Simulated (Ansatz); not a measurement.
**CH₆F₂Si₂: basis-set convergence**

One table from this session's results is given with a row withheld; the runs are named, their logs left out.

Program: Ansatz 0.2.0, Gaussian basis. Level of theory: one geometry, several basis sets. These are calculated values, not measurements.

The runs, in order: PBE0-D4/def2-SVP; ωB97M-V/def2-SVP; PBE0-D4/def2-QZVPP; ωB97M-V/def2-QZVPP; the functionals' def2-TZVPP values are taken from earlier runs.

### The geometry

An earlier PBE0-D4 in a triple-zeta def2 set relaxation fixed the geometry.

SMILES `FC[SiH2][SiH2]F`, 11 atoms, charge 0, spin multiplicity 1.

Atoms are counted from 1 here; the program's logs count them from 0.

Bond lengths: F1–C2 1.391 Å, C2–Si3 1.901 Å, C2–H6 1.095 Å, C2–H7 1.095 Å, Si3–Si4 2.344 Å, Si3–H8 1.489 Å, Si3–H9 1.490 Å, Si4–F5 1.608 Å, Si4–H10 1.487 Å, Si4–H11 1.485 Å. Angles: F1–C2–Si3 109.9°, F1–C2–H6 108.2°, F1–C2–H7 108.2°, Si3–C2–H6 111.0°, Si3–C2–H7 111.5°, H6–C2–H7 108.0°, C2–Si3–Si4 110.1°, C2–Si3–H8 110.0°, C2–Si3–H9 107.9°, Si4–Si3–H8 109.3°, Si4–Si3–H9 110.7°, H8–Si3–H9 108.9°, Si3–Si4–F5 108.5°, Si3–Si4–H10 111.5°, Si3–Si4–H11 112.0°, F5–Si4–H10 107.8°, F5–Si4–H11 107.9°, H10–Si4–H11 109.0°.

Coordinates:

```xyz
11

F    -1.8258    1.3091   -0.1244
C    -0.6520    1.3333   -0.8701
Si    0.1864   -0.3715   -0.8119
Si    0.5242   -1.0291    1.4125
F     1.3860    0.1076    2.1554
H     0.0025    2.1059   -0.4538
H    -0.9048    1.6216   -1.8954
H    -0.6663   -1.3805   -1.4981
H     1.4852   -0.2665   -1.5339
H     1.2869   -2.3026    1.4935
H    -0.7569   -1.1841    2.1465
```

Set-up of the first run:

in.yaml

```yaml
crystal:
  periodic: [false, false, false]
  atoms:
    - {symbol: F, position_ang: [-1.825850, 1.309142, -0.124415]}
    - {symbol: C, position_ang: [-0.651968, 1.333327, -0.870057]}
    - {symbol: Si, position_ang: [0.186359, -0.371465, -0.811908]}
    - {symbol: Si, position_ang: [0.524168, -1.029130, 1.412512]}
    - {symbol: F, position_ang: [1.385997, 0.107623, 2.155401]}
    - {symbol: H, position_ang: [0.002541, 2.105856, -0.453778]}
    - {symbol: H, position_ang: [-0.904798, 1.621581, -1.895416]}
    - {symbol: H, position_ang: [-0.666328, -1.380498, -1.498083]}
    - {symbol: H, position_ang: [1.485186, -0.266535, -1.533854]}
    - {symbol: H, position_ang: [1.286879, -2.302605, 1.493548]}
    - {symbol: H, position_ang: [-0.756885, -1.184096, 2.146548]}
basis:
  gaussian: {orbitals: def2-SVP}
hamiltonian: {xc: pbe0, dispersion: d4}
output: {orbitals: {seedname: orbitals}}
```

Among the steps run: PBE0-D4 in def2-SVP; ωB97M-V in def2-SVP; PBE0-D4 in def2-QZVPP; ωB97M-V in def2-QZVPP.

One table of the session follows, with a row left open; its other results are not shown here.

It belongs to the step «Density functionals: the series». 

| functional | basis | HOMO (eV) |
| --- | --- | --- |
| PBE0-D4 | def2-SVP | -8.27 |
| PBE0-D4 | def2-TZVPP | ? |
| PBE0-D4 | def2-QZVPP | -8.30 |
| ωB97M-V | def2-SVP | -10.31 |
| ωB97M-V | def2-TZVPP | -10.35 |
| ωB97M-V | def2-QZVPP | -10.37 |

**Question.** Estimate the row for PBE0-D4, def2-TZVPP.

**Answer.** HOMO (eV): -8.28. In the column «HOMO (eV)» it lies between PBE0-D4, def2-QZVPP (-8.30) and PBE0-D4, def2-SVP (-8.27).
